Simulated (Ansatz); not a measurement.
# C started on a P site in zincblende BP, 16 atoms, charge −1, part 2 of 3

Ansatz 0.2.0, PAW.

## Step 4: Variant: mixing beta 0.4

Contents of in.yaml:

```yaml
crystal:
  lattice:
    - [0.000000, 4.520189, 4.520189]
    - [4.520189, 0.000000, 4.520189]
    - [4.520189, 4.520189, 0.000000]
  atoms:
    - { symbol: B, position: [0.012779, 0.989033, 0.002687] }
    - { symbol: B, position: [0.501746, 0.485542, 0.510252] }
    - { symbol: B, position: [0.992859, 0.003099, 0.503240] }
    - { symbol: B, position: [0.513845, 0.504103, 0.989104] }
    - { symbol: B, position: [0.999378, 0.506491, 0.988211] }
    - { symbol: B, position: [0.490072, 0.003930, 0.497531] }
    - { symbol: B, position: [0.501734, 0.004097, 0.998801] }
    - { symbol: B, position: [0.006828, 0.490987, 0.498753] }
    - { symbol: P, position: [0.135112, 0.116685, 0.117907] }
    - { symbol: P, position: [0.109934, 0.128997, 0.626650] }
    - { symbol: P, position: [0.635451, 0.623187, 0.121038] }
    - { symbol: P, position: [0.119824, 0.629266, 0.132294] }
    - { symbol: P, position: [0.616727, 0.137963, 0.611676] }
    - { symbol: P, position: [0.638753, 0.113861, 0.105268] }
    - { symbol: P, position: [0.134415, 0.618300, 0.628783] }
    - { symbol: C, position: [0.624560, 0.620451, 0.643062] }
kpoints:
  mp_grid: { grid: [2, 2, 2], shift: [0.5, 0.5, 0.5] }
hamiltonian:
  xc: pbesol
total_charge: -1
scf:
  occupations: { method: fermi_dirac, width: 0.01 }
  max_iter: 70
  mixing: { beta: 0.4 }
output:
  forces: true
  eigenvalues: true
  stress: true
```

The run is started by

```
$ ansatz run in.yaml --threads 8 --pin off --max-ram 13300MiB --runs-dir r --events-out ev --progress --plain
```

Standard output:

```text
Pseudopotentials: kind: paw
Functional definition: PBEsol
  exchange = pbesol_x
  correlation = pbesol_c
Crystal: 16 atoms, lattice volume = 184.714 Å³
Basis set: ecut = 420 eV, 3695 PW (Γ), exchange–correlation on 90×90×90 points (8 copies of the dense FFT grid, shifted against one another)
Bands: 48, of which v1, the nominal top of the filled ones, is band 32 counted from 1 (31 counted from 0)
Symmetry: 1 space group operations
Space group: P1 (ITA 1), of the structure as read, at distance tolerance 5.7e-5 Å
k-points: 4 of 8 (time reversal used)
Non-local potential: B, projectors of the file, l = 0: 2, l = 1: 2, l = 2: 1
Non-local potential: P, projectors of the file, l = 0: 2, l = 1: 2, l = 2: 2
Non-local potential: C, projectors of the file, l = 0: 2, l = 1: 2, l = 2: 1
PAW form: soft (Blöchl's): semilocal exchange-correlation on the pseudo side does not see the compensation charge
PAW frozen core: B, regenerated for the run's functional, and the local potential with it (the file was generated under x = pbe(κ = 0.804, μ = 0.2195149727645171), c = pbe(β = 0.06672455060314922))
PAW frozen core: P, regenerated for the run's functional, and the local potential with it (the file was generated under x = pbe(κ = 0.804, μ = 0.2195149727645171), c = pbe(β = 0.06672455060314922))
PAW frozen core: C, regenerated for the run's functional, and the local potential with it (the file was generated under x = pbe(κ = 0.804, μ = 0.2195149727645171), c = pbe(β = 0.06672455060314922))
PAW one-centre angular grid: B, 110 points (default); XC on 64 Gauss nodes
PAW one-centre angular grid: P, 110 points (default); XC on 64 Gauss nodes
PAW one-centre angular grid: C, 110 points (default); XC on 64 Gauss nodes
Initial density: superposition of atomic densities (neutral atoms scaled as one to the charged cell's electrons: chi_scale 0, normalization atom), corrected by the library's trained network
Initial wavefunctions: pseudopotential atomic-orbital guess
Functional: x = pbesol(κ = 0.804, μ = 0.12345679012345678), c = pbesol(β = 0.046)
SCF iter   1: F=—  HF=-6641.814891 eV  |F-HF|=—  |Δ(HF+E_count)|=         —  Δρ=7.97e-3  dr2=1.49e-1  ethr=1.77e-3  ⟨swp⟩=8.0  Hψ=1038  notcnv=0  defer=9
preconditioner: auto → Resta (q_TF=auto, 2.287 Å⁻¹)  ε∞=5.3  [insulator: Δε(μ)=1.370 eV  Ē_g=10.599 eV  σ=0.010 eV  W_gap=1.00  n_scr=26 (ndim 8)  ℏωp=21.9 eV  f_vac=0.000  D(μ)=0.00/eV (n_scr^D=0)  ε∞_Penn≈5.3]
SCF iter   2: F=—  HF=-6641.785481 eV  |F-HF|=—  |Δ(HF+E_count)|=   2.94e-2  Δρ=4.80e-3  dr2=5.52e-2  ethr=2.33e-4  ⟨swp⟩=2.0  Hψ=250  notcnv=0  defer=38
SCF iter   3: F=—  HF=-6641.769111 eV  |F-HF|=—  |Δ(HF+E_count)|=   1.64e-2  Δρ=1.25e-3  dr2=3.75e-3  ethr=8.62e-5  ⟨swp⟩=2.8  Hψ=273  notcnv=0  defer=10
automatic band count: iteration 3 solves 41 bands in place of 48: the levels show a gap, and the empty bands left out lie too high to hold charge; the band table lists the bands solved (type scf.n_extra_bands for more)
SCF iter   4: F=—  HF=-6641.768594 eV  |F-HF|=—  |Δ(HF+E_count)|=   5.17e-4  Δρ=3.74e-4  dr2=3.04e-4  ethr=5.85e-6  ⟨swp⟩=3.0  Hψ=293  notcnv=0  defer=10
SCF iter   5: F=—  HF=-6641.768637 eV  |F-HF|=—  |Δ(HF+E_count)|=   4.28e-5  Δρ=1.42e-4  dr2=3.01e-5  ethr=4.75e-7  ⟨swp⟩=2.5  Hψ=277  notcnv=0  defer=10
SCF iter   6: F=—  HF=-6641.768703 eV  |F-HF|=—  |Δ(HF+E_count)|=   6.62e-5  Δρ=1.81e-5  dr2=5.92e-7  ethr=4.70e-8  ⟨swp⟩=2.0  Hψ=264  notcnv=0  defer=10
SCF iter   7: F=-6641.768703 eV  HF=-6641.768703 eV  |F-HF|=6.43e-9  |Δ(HF+E_count)|=   2.99e-7  Δρ=3.72e-6  dr2=3.36e-8  ethr=1.56e-10  ⟨swp⟩=12.0  Hψ=805  notcnv=0
SCF 1 converged in 7 iterations: F = -6641.768703 eV  dr2 = 3.36e-8
SCF converged after 7 iterations
Free energy (F): -6641.768703 eV
Harris-Foulkes:  -6641.768703 eV  (|F-HF|=6.43e-9)
Internal energy: -6641.768703 eV  (E = F + TS)
E sigma→0 (E₀):  -6641.768703 eV
Fermi energy:    9.520585 eV
--- Per-component energies (eV) ---
  E_band       = 151.351638
  E_kinetic    = 990.578594
  E_local      = -604.160990  (includes V_loc(G=0)·N_el)
  E_nonlocal   = 357.278237
  E_hartree    = 148.024410
  E_xc         = -744.775862
  E_vxc        = -807.317598  (∫ρ·V_xc dr)
  E_paw        = -4577.726169  (= ΣΔE_a)
  E_vpaw       = -81.075024  (= ΣTr[D̂ρ^β])
  E_aug_tail   = 0.000004  (compensation charges beyond the density's cutoff)
  E_ewald      = -2211.448387
  E_core_change = 0.461460  (= ΣΔE_core)
  E_smearing   = -0.000000  (= −TS)
  E_closure    = -0.000000  (closes the sum)
  E_deformation_potential = -15.778233  (in the stress; not in F)
  Σ components = -6641.768703   (vs F -6641.768703, Δ=0.00e0)
--- Forces (eV/Å), atoms counted from 1 ---
  atom   1  B      0.07713025    -1.45088472    -0.10839129
  atom   2  B      2.20917752     0.01845127     3.52264318
  atom   3  B     -1.05136425    -0.28245524    -0.20041562
  atom   4  B     -1.68665821    -1.82890197     0.44780675
  atom   5  B      0.17796085     1.78765418    -0.29318826
  atom   6  B     -2.03295544     1.42148538    -1.24619601
  atom   7  B     -1.90861863    -0.66762009    -0.40794834
  atom   8  B      3.12207297    -1.58183646    -1.28384331
  atom   9  P      1.94307428    -0.03312647     0.18925086
  atom  10  P     -0.93122978     1.31087512     0.93221543
  atom  11  P      0.76367695    -0.31065015    -1.04370382
  atom  12  P     -2.21289454     0.98957608     0.02929753
  atom  13  P     -1.11361296     1.63068606    -1.64738508
  atom  14  P      3.33465494     1.07928967     0.58952032
  atom  15  P     -0.39711150    -1.56792196     0.21072429
  atom  16  C     -0.29332189    -0.51463379     0.30960381
  max |Σ_I F_I| component: 1.95e-5 eV/Å
--- Stress (GPa, compression-positive) ---
       -9.185684      -2.412577       0.207767
       -2.412577      -9.311337      -0.896664
        0.207767      -0.896665      -8.614231
  P = ⅓ Tr σ = -9.0371 GPa (-90.371 kbar)
--- Band table (eV) ---
  k-point 0: bands = ["-6.5119", "-4.4461", "-3.4912", "-3.4313", "-3.2435", "-2.5040", "-2.4645", "-1.2444", "-0.1080", "0.0963", "0.1516", "0.6611", "1.2065", "1.2791", "1.6323", "3.6897", "3.7229", "4.0239", "4.7793", "4.9216", "4.9982", "5.7336", "5.8220", "6.1090", "6.3154", "6.6432", "6.7586", "7.2411", "7.4088", "7.6255", "8.6004", "8.8374", "10.2038", "10.3218", "10.5021", "11.5982", "11.8236", "11.8922", "12.0625", "12.3728", "12.4125"]
  k-point 1: bands = ["-5.8232", "-5.0633", "-4.3982", "-3.7838", "-3.4000", "-2.7033", "-2.1637", "-1.2271", "0.4324", "0.8026", "0.9846", "1.5792", "1.9260", "2.7396", "2.8534", "3.1035", "3.2309", "3.7206", "4.1074", "4.2041", "4.5198", "4.6959", "5.1065", "5.3709", "5.5784", "5.8774", "6.0995", "6.1491", "6.3940", "7.1902", "7.7652", "8.0973", "10.7867", "11.3911", "11.8495", "12.2028", "12.2605", "12.7875", "12.8881", "13.1743", "13.4070"]
  k-point 2: bands = ["-5.8312", "-5.0538", "-4.3683", "-3.7770", "-3.4840", "-2.6521", "-2.1850", "-1.2086", "0.5204", "0.8185", "0.9334", "1.5486", "1.9127", "2.7169", "2.8952", "3.0996", "3.2010", "3.5215", "4.1603", "4.2540", "4.5069", "4.7152", "5.0810", "5.5250", "5.6152", "5.8214", "5.9581", "6.1653", "6.6165", "7.2102", "7.6594", "8.0914", "10.8319", "11.4577", "11.9037", "12.0811", "12.1881", "12.7650", "13.0382", "13.1806", "13.3700"]
  k-point 3: bands = ["-5.8418", "-5.0520", "-4.3297", "-3.8370", "-3.4162", "-2.6363", "-2.2089", "-1.2950", "0.3953", "0.8544", "1.0104", "1.5779", "2.0852", "2.6225", "2.8683", "3.0674", "3.2017", "3.5675", "4.1623", "4.2962", "4.6618", "4.7655", "5.0913", "5.3307", "5.4561", "5.8652", "6.0688", "6.2559", "6.5539", "6.8863", "7.7963", "8.1129", "10.7319", "11.5045", "11.7705", "12.1040", "12.3453", "12.7161", "12.9767", "13.1841", "13.3755"]
```

Run time: 0.5 s. Hardware: 8 threads of Intel Xeon 6975P-C, shared host; peak memory 0.54 GiB.

Change from the base: energy 0.0 meV/atom; forces by 0.000 eV/Å rms; frontier spacing 1.37 eV (base 1.37).

## Step 5: Variant: density threshold 1e-05 eV, density cutoff ratio 2, mixer broyden

Changes to in.yaml since step 4:

```diff
@@ -24,2 +24,3 @@
   mp_grid: { grid: [2, 2, 2], shift: [0.5, 0.5, 0.5] }
+basis: { ecutrho_ratio: 2 }
 hamiltonian:
@@ -30,3 +31,4 @@
   max_iter: 70
-  mixing: { beta: 0.4 }
+  convergence: { dr2_threshold: 1e-05 }
+  mixing: { algorithm: broyden }
 output:
@@ -35 +37,5 @@
   stress: true
+  write_density: true
+  write_potential: true
+  elf: true
+  volumetric_format: npy
```

The run is started by

```
$ ansatz run in.yaml --threads 8 --pin off --max-ram 13300MiB --runs-dir r --events-out ev --progress --plain
```

Standard output:

```text
settings of this run that can trade accuracy for cost: basis.ecutrho_ratio < 4. Do not mix this run's numbers with those of runs without the same settings; the input reference describes each key
[... 4 set-up lines as earlier in the session ...]
Crystal: 16 atoms, lattice volume = 184.714 Å³
Basis set: ecut = 420 eV, 3695 PW (Γ), exchange–correlation on 80×80×80 points (8 copies of the dense FFT grid, shifted against one another)
Bands: 48, of which v1, the nominal top of the filled ones, is band 32 counted from 1 (31 counted from 0)
[... 2 set-up lines as earlier in the session ...]
k-points: 4 of 8 (time reversal used)
[... 13 set-up lines as earlier in the session ...]
SCF iter   1: F=—  HF=-6641.819917 eV  |F-HF|=—  |Δ(HF+E_count)|=         —  Δρ=7.96e-3  dr2=1.49e-1  ethr=1.77e-3  ⟨swp⟩=8.0  Hψ=1039  notcnv=0  defer=9
preconditioner: auto → Resta (q_TF=auto, 2.287 Å⁻¹)  ε∞=5.3  [insulator: Δε(μ)=1.370 eV  Ē_g=10.599 eV  σ=0.010 eV  W_gap=1.00  n_scr=26 (ndim 8)  ℏωp=21.9 eV  f_vac=0.000  D(μ)=0.00/eV (n_scr^D=0)  ε∞_Penn≈5.3]
SCF iter   2: F=—  HF=-6641.785512 eV  |F-HF|=—  |Δ(HF+E_count)|=   3.44e-2  Δρ=4.10e-3  dr2=4.10e-2  ethr=2.32e-4  ⟨swp⟩=2.8  Hψ=306  notcnv=0  defer=38  κ⁻¹=1.0e0(r=1)
SCF iter   3: F=—  HF=-6641.774214 eV  |F-HF|=—  |Δ(HF+E_count)|=   1.13e-2  Δρ=1.27e-3  dr2=4.08e-3  ethr=6.41e-5  ⟨swp⟩=3.2  Hψ=309  notcnv=0  defer=38  κ⁻¹=1.1e-1(r=2)
SCF iter   4: F=—  HF=-6641.773579 eV  |F-HF|=—  |Δ(HF+E_count)|=   6.35e-4  Δρ=4.48e-4  dr2=3.27e-4  ethr=6.38e-6  ⟨swp⟩=4.0  Hψ=318  notcnv=0  defer=38  κ⁻¹=7.1e-3(r=3)
SCF iter   5: F=—  HF=-6641.773678 eV  |F-HF|=—  |Δ(HF+E_count)|=   9.85e-5  Δρ=1.71e-4  dr2=3.48e-5  ethr=5.11e-7  ⟨swp⟩=2.5  Hψ=303  notcnv=0  defer=38  κ⁻¹=3.6e-4(r=4)
SCF iter   6: F=-6641.773698 eV  HF=-6641.773698 eV  |F-HF|=2.20e-7  |Δ(HF+E_count)|=   2.09e-5  Δρ=2.57e-5  dr2=1.21e-6  ethr=1.56e-8  ⟨swp⟩=19.8  Hψ=1836  notcnv=0
SCF 1 converged in 6 iterations: F = -6641.773698 eV  dr2 = 1.21e-6
SCF converged after 6 iterations
Stability not checked: this state was not tested for a lower state beside it, because the mixer in use, unlike msr1, does not test its closes by its own steps (another_mixer; see scf.mixing.algorithm and scf.lower_state_search)
Free energy (F): -6641.773698 eV
Harris-Foulkes:  -6641.773698 eV  (|F-HF|=2.20e-7)
Internal energy: -6641.773698 eV  (E = F + TS)
E sigma→0 (E₀):  -6641.773698 eV
Fermi energy:    9.520488 eV
--- Per-component energies (eV) ---
  E_band       = 151.349741
  E_kinetic    = 990.587423
  E_local      = -604.184752  (includes V_loc(G=0)·N_el)
  E_nonlocal   = 357.286029
  E_hartree    = 148.028591
  E_xc         = -744.775449
  E_vxc        = -807.316472  (∫ρ·V_xc dr)
  E_paw        = -4577.729050  (= ΣΔE_a)
  E_vpaw       = -81.076979  (= ΣTr[D̂ρ^β])
  E_aug_tail   = 0.000436  (compensation charges beyond the density's cutoff)
  E_ewald      = -2211.448387
  E_core_change = 0.461460  (= ΣΔE_core)
  E_smearing   = -0.000000  (= −TS)
  E_closure    = 0.000000  (closes the sum)
  E_deformation_potential = -15.778233  (in the stress; not in F)
  Σ components = -6641.773698   (vs F -6641.773698, Δ=0.00e0)
--- Forces (eV/Å), atoms counted from 1 ---
  atom   1  B      0.07713921    -1.45175668    -0.10815997
  atom   2  B      2.20919649     0.01771967     3.52319833
  atom   3  B     -1.05187164    -0.28229284    -0.20055643
  atom   4  B     -1.68710187    -1.82937489     0.44758054
  atom   5  B      0.17795316     1.78884690    -0.29334799
  atom   6  B     -2.03309605     1.42136041    -1.24620987
  atom   7  B     -1.90934895    -0.66781109    -0.40804199
  atom   8  B      3.12251278    -1.58196566    -1.28388692
  atom   9  P      1.94416714    -0.03309280     0.18930718
  atom  10  P     -0.93192275     1.31117602     0.93218430
  atom  11  P      0.76384938    -0.31067692    -1.04345621
  atom  12  P     -2.21374581     0.98938917     0.02942495
  atom  13  P     -1.11373148     1.63129708    -1.64763639
  atom  14  P      3.33513615     1.07953977     0.58937965
  atom  15  P     -0.39707348    -1.56870918     0.21065608
  atom  16  C     -0.29236983    -0.51391821     0.30951302
  max |Σ_I F_I| component: 3.08e-4 eV/Å
--- Stress (GPa, compression-positive) ---
       -9.160326      -2.412089       0.207825
       -2.412088      -9.285516      -0.896416
        0.207824      -0.896418      -8.588335
  P = ⅓ Tr σ = -9.0114 GPa (-90.114 kbar)
--- Band table (eV) ---
  k-point 0: bands = ["-6.5119", "-4.4461", "-3.4913", "-3.4314", "-3.2434", "-2.5041", "-2.4647", "-1.2445", "-0.1080", "0.0963", "0.1516", "0.6612", "1.2065", "1.2790", "1.6322", "3.6897", "3.7229", "4.0240", "4.7793", "4.9217", "4.9982", "5.7336", "5.8220", "6.1090", "6.3154", "6.6431", "6.7585", "7.2411", "7.4087", "7.6253", "8.6002", "8.8372", "10.2038", "10.3218", "10.5022", "11.5982", "11.8237", "11.8922", "12.0624", "12.3728", "12.4125", "12.5584", "12.7510", "12.8352", "12.9068", "13.7352", "14.0186", "14.1825"]
  k-point 1: bands = ["-5.8232", "-5.0633", "-4.3982", "-3.7839", "-3.4001", "-2.7034", "-2.1638", "-1.2271", "0.4325", "0.8026", "0.9846", "1.5792", "1.9260", "2.7397", "2.8534", "3.1035", "3.2309", "3.7206", "4.1075", "4.2041", "4.5198", "4.6959", "5.1065", "5.3709", "5.5784", "5.8773", "6.0994", "6.1490", "6.3938", "7.1901", "7.7650", "8.0971", "10.7867", "11.3911", "11.8495", "12.2028", "12.2606", "12.7874", "12.8880", "13.1743", "13.4070", "13.8062", "13.9522", "14.0882", "14.4367", "14.5838", "14.8724", "15.0250"]
  k-point 2: bands = ["-5.8312", "-5.0539", "-4.3683", "-3.7771", "-3.4841", "-2.6521", "-2.1852", "-1.2086", "0.5205", "0.8186", "0.9334", "1.5486", "1.9126", "2.7170", "2.8952", "3.0996", "3.2010", "3.5214", "4.1604", "4.2541", "4.5070", "4.7152", "5.0810", "5.5250", "5.6152", "5.8213", "5.9580", "6.1653", "6.6163", "7.2101", "7.6591", "8.0912", "10.8320", "11.4577", "11.9037", "12.0811", "12.1881", "12.7650", "13.0382", "13.1806", "13.3700", "13.6939", "13.9722", "14.2177", "14.3906", "14.4833", "14.7907", "15.0207"]
  k-point 3: bands = ["-5.8418", "-5.0520", "-4.3297", "-3.8371", "-3.4163", "-2.6363", "-2.2091", "-1.2950", "0.3954", "0.8544", "1.0105", "1.5779", "2.0852", "2.6226", "2.8683", "3.0674", "3.2017", "3.5675", "4.1623", "4.2963", "4.6618", "4.7655", "5.0912", "5.3307", "5.4561", "5.8652", "6.0687", "6.2558", "6.5538", "6.8864", "7.7961", "8.1127", "10.7319", "11.5045", "11.7705", "12.1040", "12.3454", "12.7160", "12.9767", "13.1842", "13.3754", "13.8181", "14.0204", "14.1421", "14.3844", "14.6354", "14.7914", "14.9642"]
settings of this run that can trade accuracy for cost: basis.ecutrho_ratio < 4. Do not mix this run's numbers with those of runs without the same settings; the input reference describes each key
```

Run time: 0.6 s. Hardware: 8 threads of Intel Xeon 6975P-C, shared host; peak memory 0.51 GiB.

Against the first run: energy -0.3 meV/atom; forces by 0.000 eV/Å rms; frontier spacing 1.37 eV (base 1.37). These settings lie under the recommended ones, though here the change is small.

[end of part 2 of 3]
